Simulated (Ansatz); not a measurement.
# U-r2SCAN/aug-cc-pVDZ run of AlNH2Cl (SMILES [NH2][Al][Cl])

What is the electronic atomisation energy of AlNH2Cl at U-r2SCAN/aug-cc-pVDZ? 

Program for the calculation: Ansatz 0.2.0.

71 further runs of the same task are left out: 71 set aside as unsound or not needed.

**1. The system as given**

AlNH2Cl has 5 atoms, charge 0, and is taken as a doublet. As SMILES, `[NH2][Al][Cl]`. The coordinates come from a PBE0-D4/def2-TZVP relaxation. This is one conformer, not always the lowest.

Bond lengths: N1–Al2 1.765 Å, Al2–Cl3 2.116 Å, N1–H4 1.007 Å, N1–H5 1.009 Å. Angles: N1–Al2–Cl3 116.7°, Al2–N1–H4 124.9°, Al2–N1–H5 124.1°, H4–N1–H5 111.0°.

**2. A single-point energy at U-r2SCAN/aug-cc-pVDZ**

File input.yaml:

```yaml
crystal:
  periodic: [false, false, false]
  atoms:
    - {symbol: "N", position_ang: [-0.549400, 0.461700, -0.232000]}
    - {symbol: Al, position_ang: [0.402600, -0.291600, 1.049100]}
    - {symbol: Cl, position_ang: [1.907000, -1.649700, 0.440800]}
    - {symbol: H, position_ang: [-1.293600, 1.123300, -0.083500]}
    - {symbol: H, position_ang: [-0.416600, 0.282700, -1.215900]}
basis:
  gaussian:
    orbitals: aug-cc-pVDZ
magnetization:
  spin_polarized: true
  initial_magnetization: 1
hamiltonian:
  xc: r2scan
accuracy: high
output:
  orbitals: {seedname: orbitals}
```

Command:

```console
$ ansatz run input.yaml --threads 1 --pin off --max-ram 3480MiB --events-out events.jsonl --progress --plain --runs-dir runs
```

Standard output:

```text
Warning: RAYON_NUM_THREADS=1 ignored (pool sized by the plan → 1); use --threads N
Functional definition: r2SCAN
  name "r2SCAN"
  parameter k0 = 0.174
  parameter k1 = 0.065
  parameter a1 = 4.9479
  exchange = r2scan_x(k0 = k0, k1 = k1, a1 = a1)
  correlation = r2scan_c
1868 factors; integrals over basis functions are off by at most 3.7e-9 eV
mean field evaluation 1: about -20631.1595 eV, gradient 5.1e1 eV
mean field evaluation 2: about -20579.7367 eV, gradient 9.0e1 eV
mean field evaluation 4: about -20641.6711 eV, gradient 7.4e0 eV
mean field evaluation 8: about -20641.9827 eV, gradient 1.2e-1 eV
mean field evaluation 16: about -20641.9829 eV, gradient 1.4e-4 eV
mean field -20641.98290541 eV, -758.5788801353 hartree, gradient 3.9e-8 eV, S^2 0.753547; 0 other end points of the search recorded, 0 dependent functions left out
reference -20641.98291652 eV, -758.5788805434 hartree; 20, 19 occupied and 75, 76 virtual orbitals, 1868 factors
Total energy: -20641.98291652 eV, -758.5788805434 hartree
```

It took 41 s on 1 thread of Arm Neoverse N1, shared host; peak memory 0.43 GiB.

**3. The Al atom at the same level**

File input.yaml:

```yaml
crystal:
  periodic: [false, false, false]
  atoms:
    - {symbol: Al, position_ang: [0.000000, 0.000000, 0.000000]}
basis:
  gaussian:
    orbitals: aug-cc-pVDZ
magnetization:
  spin_polarized: true
  initial_magnetization: 1
hamiltonian:
  xc: {name: r2SCAN}
accuracy: high
```

Run the same way, it converges to -242.32770 Eh (log not shown).

**4. The Cl atom at the same level**

File input.yaml:

```yaml
crystal:
  periodic: [false, false, false]
  atoms:
    - {symbol: Cl, position_ang: [0.000000, 0.000000, 0.000000]}
basis:
  gaussian: {orbitals: aug-cc-pVDZ}
magnetization: {spin_polarized: true, initial_magnetization: 1}
hamiltonian: {xc: {name: r2SCAN}}
accuracy: high
```

Command:

```console
$ ansatz run input.yaml --threads 1 --pin off --max-ram 3480MiB --events-out events.jsonl --progress --plain --runs-dir runs
```

Standard output:

```text
Warning: RAYON_NUM_THREADS=1 ignored (pool sized by the plan → 1); use --threads N
Functional definition: r2SCAN
  name "r2SCAN"
  parameter k0 = 0.174
  parameter k1 = 0.065
  parameter a1 = 4.9479
  exchange = r2scan_x(k0 = k0, k1 = k1, a1 = a1)
  correlation = r2scan_c
231 factors; integrals over basis functions are off by at most 3.0e-9 eV
mean field evaluation 1: about -12520.1665 eV, gradient 3.5e0 eV
mean field evaluation 2: about -12520.2422 eV, gradient 1.4e0 eV
mean field evaluation 4: about -12520.2530 eV, gradient 1.7e-2 eV
mean field evaluation 8: about -12520.2547 eV, gradient 8.9e-4 eV
mean field evaluation 16: about -12520.0483 eV, gradient 5.2e0 eV
mean field evaluation 32: about -12520.2547 eV, gradient 2.1e-8 eV
mean field -12520.25473618 eV, -460.1108750211 hartree, gradient 4.5e-8 eV, S^2 0.753916; 6 other end points of the search recorded, 0 dependent functions left out
reference -12520.25474162 eV, -460.1108752212 hartree; 9, 8 occupied and 18, 19 virtual orbitals, 231 factors
Total energy: -12520.25474162 eV, -460.1108752212 hartree
```

Wall time 7.8 s (1 thread of Arm Neoverse N1, shared host); peak memory 0.12 GiB.

**5. The H atom at the same level**

File molecule.yaml:

```yaml
crystal:
  periodic: [false, false, false]
  atoms:
    - symbol: H
      position_ang: [0.000000, 0.000000, 0.000000]
basis:
  gaussian: {orbitals: aug-cc-pVDZ}
magnetization: {spin_polarized: true, initial_magnetization: 1}
hamiltonian: {xc: r2scan}
accuracy: high
```

Run the same way, it converges to -0.49947 Eh (log not shown).

**6. The N atom at the same level**

File input.yaml:

```yaml
crystal:
  periodic: [false, false, false]
  atoms:
    - {symbol: N, position_ang: [0.000000, 0.000000, 0.000000]}
basis:
  gaussian: {orbitals: aug-cc-pVDZ}
magnetization: {spin_polarized: true, initial_magnetization: 3}
hamiltonian: {xc: r2scan}
accuracy: high
```

Run the same way, it converges to -54.57118 Eh (log not shown).

**7. Summary of results**

Level: U-r2SCAN/aug-cc-pVDZ.

| quantity | value |
| --- | --- |
| molecule: total energy | -758.57888 Eh |
| molecule: HOMO energy (highest over α and β) | -5.47 eV |
| molecule: LUMO energy (lowest over α and β) | -3.08 eV |
| molecule: ⟨S²⟩ | 0.754 |
| Al atom: total energy | -242.32770 Eh |
| Al atom: ⟨S²⟩ | 0.761 |
| Cl atom: total energy | -460.11088 Eh |
| Cl atom: ⟨S²⟩ | 0.754 |
| H atom: total energy | -0.49947 Eh |
| H atom: ⟨S²⟩ | 0.750 |
| N atom: total energy | -54.57118 Eh |
| N atom: ⟨S²⟩ | 3.754 |
| electronic atomisation energy | 15.516 eV |

**Reading.** Taking the molecule apart into free atoms costs 15.52 eV (1497 kJ/mol), before zero-point energy and without spin-orbit coupling.
